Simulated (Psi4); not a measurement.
# One shape, several levels: triplet SiH2O2F2

We compute a comparison of 4 runs (UHF/STO-3G, UHF/3-21G, UB3LYP/6-31G*, UTPSSh/def2-SVP) of triplet SiH2O2F2. 

Program for the calculation: Psi4 1.11.

2 further runs of the same task are left out: 2 set aside as unsound or not needed.

## Step 1: The structure to begin with

SiH2O2F2 has 7 atoms, charge 0, and is taken as a triplet. SMILES of the parent species: `O[Si](O)(F)F`. Geometry: relaxed at PBE0-D4/def2-TZVP. This is one conformer, not always the lowest. That shape belongs to the parent species and isn't relaxed for this state.

Bond lengths: O1–Si2 1.609 Å, Si2–O3 1.609 Å, Si2–F4 1.583 Å, Si2–F5 1.583 Å, O1–H6 0.957 Å, O3–H7 0.957 Å. Angles: O1–Si2–O3 107.3°, O1–Si2–F4 112.2°, O1–Si2–F5 110.1°, O3–Si2–F4 110.1°, O3–Si2–F5 112.2°, F4–Si2–F5 104.9°, Si2–O1–H6 118.9°, Si2–O3–H7 118.9°.

## Step 2: The energy at UHF/STO-3G (run 1)

The input, calc.inp:

```
memory 2200 mb

molecule geom {
  0 3
  O     -1.123000     0.443800     0.890500
  Si    -0.011100    -0.018100    -0.177300
  O      1.321200    -0.386600     0.646700
  F     -0.483500    -1.262700    -1.033600
  F      0.238000     1.131800    -1.236100
  H     -1.829300     1.022300     0.602200
  H      1.948900    -0.998500     0.262000
  symmetry c1
}

set reference uhf
set puream true
set e_convergence 1e-09
set d_convergence 1e-08
set scf_type pk
set maxiter 100

e_tot, wfn = energy('hf/STO-3G', return_wfn=True)
oeprop(wfn, 'MULLIKEN_CHARGES', 'WIBERG_LOWDIN_INDICES', 'QUADRUPOLE')
```

Launch:

```sh
$ psi4 -i calc.inp -o calc.out -n 1
```

calc.out:

```text
[...]
  Running in c1 symmetry.
[...]
  Nuclear repulsion =  270.470000707396764
[...]
  Multiplicity = 3
[...]
  Nalpha       = 26
  Nbeta        = 24
[...]
    Number of basis functions: 31
[...]
   @UHF iter   1:  -630.04798422090585   -1.82792e+00   1.08104e-02 ADIIS/DIIS
[...]
   @UHF iter  28:  -630.17562798456709   -2.72848e-12   5.45057e-09 DIIS
[...]
   @S^2 Observed:                2.032056341E+00
[...]
    Orbital Energies [Eh]
    ---------------------
    Alpha Occupied:
       1A    -68.011823     2A    -25.776071     3A    -25.775870
       4A    -20.303352     5A    -20.303171     6A     -6.007986
       7A     -4.028264     8A     -4.026018     9A     -4.023224
      10A     -1.444076    11A     -1.409590    12A     -1.375330
      13A     -1.364313    14A     -0.740359    15A     -0.641385
      16A     -0.588573    17A     -0.564136    18A     -0.549830
      19A     -0.525667    20A     -0.485257    21A     -0.450108
      22A     -0.422031    23A     -0.421427    24A     -0.401763
      25A     -0.388200    26A      0.079773
    Alpha Virtual:
[...]
  @UHF Final Energy:  -630.17562798456709
   => Energetics <=
    Nuclear Repulsion Energy =            270.4700007073967640
    One-Electron Energy =               -1422.8509016264085858
    Two-Electron Energy =                 522.2052729344446789
    Total Energy =                       -630.1756279845670861
  UHF NO Occupations:
  HONO-2 :   24  A 1.9876841
  HONO-1 :   25  A 1.0000000
[...]
 Multipole Moments:
 ------------------------------------------------------------------------------------
     Multipole            Electronic (a.u.)      Nuclear  (a.u.)        Total (a.u.)
 ------------------------------------------------------------------------------------
 L = 1.  Multiply by 2.5417464519 to convert [e a0] to [Debye]
 Dipole X            :         -0.3178232            0.3447560            0.0269328
 Dipole Y            :         -0.1350723            0.1460807            0.0110084
 Dipole Z            :         -2.7300885            2.9592576            0.2291691
 Magnitude           :                                                    0.2310087
 L = 2.  Multiply by 1.3450342976 to convert [e a0^2] to [Debye ang]
 Quadrupole XX       :       -138.9849229          120.7218820          -18.2630409
 Quadrupole XY       :         11.1444704          -14.2123480           -3.0678776
[...]
  Mulliken Charges: (a.u.)
   Center  Symbol    Alpha    Beta     Spin     Total
       1     O     4.48902  3.81487  0.67415 -0.30389
       2    SI     6.63142  6.27315  0.35827  1.09543
       3     O     4.48906  3.81484  0.67422 -0.30391
       4     F     4.71982  4.66915  0.05067 -0.38897
       5     F     4.71987  4.66910  0.05078 -0.38897
       6     H     0.47543  0.37946  0.09597  0.14511
       7     H     0.47537  0.37944  0.09593  0.14519
   Total alpha = 26.00000, Total beta = 24.00000, Total charge =  0.00000
  Wiberg Bond Indices using Orthogonal Lowdin Orbitals:
[...]
```

Run time: 1.4 s. Hardware: 1 thread of Intel Xeon 6975P-C (Granite Rapids), shared host; peak memory 0.18 GiB.

## Step 3: Energy and forces at UHF/3-21G (run 2)

The input, run.py:

```python
import psi4

psi4.set_memory('2200 MB')
psi4.set_num_threads(1)
psi4.set_output_file('f2h2o2si.out', False)

molecule = psi4.geometry("""
0 3
O     -1.123000     0.443800     0.890500
Si    -0.011100    -0.018100    -0.177300
O      1.321200    -0.386600     0.646700
F     -0.483500    -1.262700    -1.033600
F      0.238000     1.131800    -1.236100
H     -1.829300     1.022300     0.602200
H      1.948900    -0.998500     0.262000
symmetry c1
no_reorient
no_com
""")

psi4.set_options({
    'basis': '3-21G',
    'reference': 'uhf',
    'puream': True,
    'e_convergence': 1e-09,
    'd_convergence': 1e-08,
    'scf_type': 'pk',
    'maxiter': 100,
})

e_tot, wfn = psi4.gradient('scf', return_wfn=True)
psi4.oeprop(wfn, 'MULLIKEN_CHARGES', 'LOWDIN_CHARGES', 'WIBERG_LOWDIN_INDICES', title='SCF')
print('gradient / Eh bohr^-1')
print(e_tot.np.round(6))
print(f'energy = {wfn.energy():.10f} Eh')
```

Launch:

```sh
$ python run.py
```

f2h2o2si.out (excerpt; [...] marks lines left out):

```text
[...]
  Running in c1 symmetry.
[...]
  Nuclear repulsion =  270.470000707396764
[...]
  Multiplicity = 3
[...]
  Nalpha       = 26
  Nbeta        = 24
[...]
    Number of basis functions: 53
[...]
   @UHF iter   1:  -635.00019723695164   -6.71433e-01   9.14301e-03 DIIS/ADIIS
[...]
   @UHF iter  26:  -635.10864511755938    3.41061e-13   4.74271e-09 DIIS
[...]
   @S^2 Observed:                2.045317581E+00
[...]
  @UHF Final Energy:  -635.10864511755938
   => Energetics <=
    Nuclear Repulsion Energy =            270.4700007073967640
    One-Electron Energy =               -1420.7112995082216003
    Two-Electron Energy =                 515.1326536832654028
    Total Energy =                       -635.1086451175593766
  UHF NO Occupations:
  HONO-2 :   24  A 1.9797628
  HONO-1 :   25  A 1.0000000
[...]
 Multipole Moments:
 ------------------------------------------------------------------------------------
     Multipole            Electronic (a.u.)      Nuclear  (a.u.)        Total (a.u.)
 ------------------------------------------------------------------------------------
 L = 1.  Multiply by 2.5417464519 to convert [e a0] to [Debye]
 Dipole X            :          1.2878446           -1.2466523            0.0411923
 Dipole Y            :          1.8123945           -1.7954288            0.0169657
 Dipole Z            :         18.7716673          -18.4204834            0.3511839
 Magnitude           :                                                    0.3539983
[...]
  -Total Gradient:
     Atom            X                  Y                   Z
    ------   -----------------  -----------------  -----------------
       1        0.023281627989    -0.009350883992    -0.079519159146
       2        0.007744793561     0.003238716193     0.066169424073
       3       -0.040971437090     0.001788398398    -0.072641298372
       4        0.010003051420     0.023285169992     0.025594060378
       5       -0.003599947993    -0.020581058399     0.029375888472
       6        0.063933499196    -0.035773362103     0.010061348333
       7       -0.060391587082     0.037393019913     0.020959736263
[...]
  Mulliken Charges: (a.u.)
   Center  Symbol    Alpha    Beta     Spin     Total
       1     O     4.57344  3.98153  0.59191 -0.55498
       2    SI     6.47023  6.04107  0.42916  1.48870
[...]
```

Standard output:

```text
gradient / Eh bohr^-1
[[ 0.023282 -0.009351 -0.079519]
 [ 0.007745  0.003239  0.066169]
 [-0.040971  0.001788 -0.072641]
 [ 0.010003  0.023285  0.025594]
 [-0.0036   -0.020581  0.029376]
 [ 0.063933 -0.035773  0.010061]
 [-0.060392  0.037393  0.02096 ]]
energy = -635.1086451176 Eh
```

Wall time 2.3 s (1 thread of Intel Xeon 6975P-C (Granite Rapids), shared host); peak memory 0.19 GiB.

Run 3 isn't shown in full; the table further down has it.

## Step 4: Energy and forces at UTPSSh/def2-SVP (run 4)

The input, f2h2o2si.xyz:

```xyz
7
F2H2O2Si
O     -1.123000     0.443800     0.890500
Si    -0.011100    -0.018100    -0.177300
O      1.321200    -0.386600     0.646700
F     -0.483500    -1.262700    -1.033600
F      0.238000     1.131800    -1.236100
H     -1.829300     1.022300     0.602200
H      1.948900    -0.998500     0.262000
```

The input, run.py:

```python
import psi4

psi4.set_memory(2200000000)
psi4.set_num_threads(1)
psi4.core.set_output_file('output.dat', False)

with open('f2h2o2si.xyz') as f:
    atoms = ''.join(f.readlines()[2:])
geom = psi4.geometry('0 3\n' + atoms + 'symmetry c1')

psi4.set_options({
    'basis': 'def2-SVP',
    'reference': 'uks',
    'puream': True,
    'e_convergence': 1e-09,
    'd_convergence': 1e-08,
    'scf_type': 'pk',
    'dft_radial_points': 99,
    'dft_spherical_points': 590,
    'maxiter': 100,
})

e, wfn = psi4.gradient('TPSSH', molecule=geom, return_wfn=True)
psi4.oeprop(wfn, 'QUADRUPOLE', 'LOWDIN_CHARGES', 'WIBERG_LOWDIN_INDICES', title='TPSSH')
print('gradient / Eh bohr^-1')
print(e.np.round(6))
print(f'energy = {wfn.energy():.10f} Eh')
```

Launch:

```sh
$ python run.py
```

output.dat (excerpt; [...] marks lines left out):

```text
[...]
  Running in c1 symmetry.
[...]
  Nuclear repulsion =  270.470000707396764
[...]
  Multiplicity = 3
[...]
  Nalpha       = 26
  Nbeta        = 24
[...]
    Number of basis functions: 84
[...]
   @UKS iter   1:  -640.06685089347911    1.09528e-01   1.00613e-02 DIIS/ADIIS
[...]
   @UKS iter  29:  -640.36766591150001   -4.54747e-13   7.05955e-09 DIIS
[...]
   @S^2 Observed:                2.005986050E+00
[...]
  @UKS Final Energy:  -640.36766591150001
   => Energetics <=
    Nuclear Repulsion Energy =            270.4700007073967640
    One-Electron Energy =               -1424.5145580057674124
    Two-Electron Energy =                 567.7806223182385565
    DFT Exchange-Correlation Energy =     -54.1037309313680055
    Empirical Dispersion Energy =           0.0000000000000000
    VV10 Nonlocal Energy =                  0.0000000000000000
    Total Energy =                       -640.3676659115000120
[...]
  -Total Gradient:
     Atom            X                  Y                   Z
    ------   -----------------  -----------------  -----------------
       1       -0.011492720311     0.014392175502    -0.066235757892
       2        0.005568652246     0.002182540053     0.045597045956
       3       -0.003688098385    -0.021267657580    -0.065873771372
       4        0.010792724855     0.023318757136     0.014135766195
       5       -0.006975068585    -0.021741527567     0.018464920160
       6        0.063298563788    -0.040119570017     0.021862524101
       7       -0.057501980564     0.043235258713     0.032067827760
[...]
 Multipole Moments:
 ------------------------------------------------------------------------------------
     Multipole            Electronic (a.u.)      Nuclear  (a.u.)        Total (a.u.)
 ------------------------------------------------------------------------------------
[...]
```

On the terminal:

```text
gradient / Eh bohr^-1
[[-0.011493  0.014392 -0.066236]
 [ 0.005569  0.002183  0.045597]
 [-0.003688 -0.021268 -0.065874]
 [ 0.010793  0.023319  0.014136]
 [-0.006975 -0.021742  0.018465]
 [ 0.063299 -0.04012   0.021863]
 [-0.057502  0.043235  0.032068]]
energy = -640.3676659115 Eh
```

Run time: 85 s. Hardware: 1 thread of Intel Xeon 6975P-C (Granite Rapids), shared host; peak memory 1.2 GiB.

## Step 5: The series

| run | level | task | integration grid | energy (Eh) | dipole moment (D) | ⟨S²⟩ | wall time |
| --- | --- | --- | --- | --- | --- | --- | --- |
| 1 | UHF/STO-3G | energy | – | -630.175628 | 0.59 | 2.032 | 1.4 s |
| 2 | UHF/3-21G | gradient | – | -635.108645 | 0.90 | 2.045 | 2.3 s |
| 3 | UB3LYP/6-31G* (spherical functions) | gradient | 99 radial × 590 angular | -640.717115 | 0.56 | 2.007 | 29 s |
| 4 | UTPSSh/def2-SVP | gradient | 99 radial × 590 angular | -640.367666 | 0.52 | 2.006 | 85 s |

## Step 6: Outcome

```
                                 quantity          value
                      run 4: total energy  -640.36767 Eh
                     run 4: dipole moment         0.52 D
run 4: HOMO energy (highest over α and β)       -1.41 eV
                              run 4: ⟨S²⟩          2.006
          run 4: largest force on an atom     4.050 eV/Å
```

In words: The dipole moment (its size) runs from 0.52 D (UTPSSh/def2-SVP) to 0.90 D (UHF/3-21G). The two ends differ in method and basis. Totals of different functionals can't be ranked against each other. In run 1 the basis is minimal, so the values are rough. All runs together took 2 min, the longest 85 s.
